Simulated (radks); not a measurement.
# The first electron to leave Yb⁹⁺

Aim: remove one electron from each of the outer sub-shells of Yb⁹⁺ ([Kr] 4d10 4f9 5s2 5p4) in turn, let the ion relax, and find the cheapest removal. The parent's configuration is the lowest that an earlier search found at this level.

Method: scalar-relativistic Kohn-Sham, LDA (Slater exchange, Perdew-Wang correlation), spin-polarised, spherical densities, finite nucleus; open shells are filled with parallel spins first. Code: radks (a radial shooting solver on a logarithmic mesh, Libxc functionals) version 1.

4 further runs of the same task are left out: 4 set aside as unsound or not needed.

## 1. The atom as given

```
element            : ytterbium (Z = 70)
charge             : +9
electrons          : 61
configuration      : [Kr] 4d10 4f9 5s2 5p4
nuclear rms radius : 5.3108 fm
```

The outer shells:

Yb⁹⁺
```
[Kr] core
4d [↑↓][↑↓][↑↓][↑↓][↑↓]
4f [↑↓][↑↓][↑ ][↑ ][↑ ][↑ ][↑ ]
5s [↑↓]
5p [↑↓][↑ ][↑ ]
```

## 2. The parent, Yb⁹⁺

The parent was computed earlier with the same settings: E = -14025.135041 hartree. Its outer levels (eV):

```
  level  occupation  energy (eV)
  4d up           5      -358.48
4d down           5      -352.74
  5s up           1      -204.56
5s down           1      -200.07
  4f up           7      -178.33
4f down           2      -172.52
  5p up           3      -168.75
5p down           1      -164.65
```

## 3. Remove 5p: [Kr] 4d10 4f9 5s2 5p3

Input:

```text
Z 70
configuration [Kr] 4d10 4f9 5s2 5p3
relativity scalar-relativistic
functional lda,pw
spin polarised
nucleus finite rms 5.3108 fm
c 137.035999084
```

## 4. Remove 4f: [Kr] 4d10 4f8 5s2 5p4

Input:

```text
Z 70
configuration [Kr] 4d10 4f8 5s2 5p4
relativity scalar-relativistic
functional lda,pw
spin polarised
nucleus finite rms 5.3108 fm
c 137.035999084
```

## 5. Remove 5s: [Kr] 4d10 4f9 5s1 5p4

Input:

```text
Z 70
configuration [Kr] 4d10 4f9 5s1 5p4
relativity scalar-relativistic
functional lda,pw
spin polarised
nucleus finite rms 5.3108 fm
c 137.035999084
```

## 6. Remove 4d: [Kr] 4d9 4f9 5s2 5p4

Input:

```text
Z 70
configuration [Kr] 4d9 4f9 5s2 5p4
relativity scalar-relativistic
functional lda,pw
spin polarised
nucleus finite rms 5.3108 fm
c 137.035999084
```

What does the calculation give? Wanted: for each run, case; final configuration; Δ-SCF; −ε of the level emptied.

The runs gave:

```
     case    final configuration  Δ-SCF (eV)  −ε of the level emptied (eV)
remove 5p  [Kr] 4d10 4f9 5s2 5p3      173.46                        164.65
remove 4f  [Kr] 4d10 4f8 5s2 5p4      187.42                        172.52
remove 5s  [Kr] 4d10 4f9 5s1 5p4      209.76                        200.07
remove 4d   [Kr] 4d9 4f9 5s2 5p4      368.33                        352.74
```

What this shows: The 5p electron leaves first, at 173.46 eV; the next cheapest, 4f, costs 187.42 eV. 5p is also the highest occupied level of the parent. NIST lists 182 eV (theoretical); its ground configuration differs from the one found lowest here for the parent and the ion. Open shells are spherical and high-spin; term and fine-structure splittings are not resolved. Spin-orbit splitting is averaged out at the scalar-relativistic level.
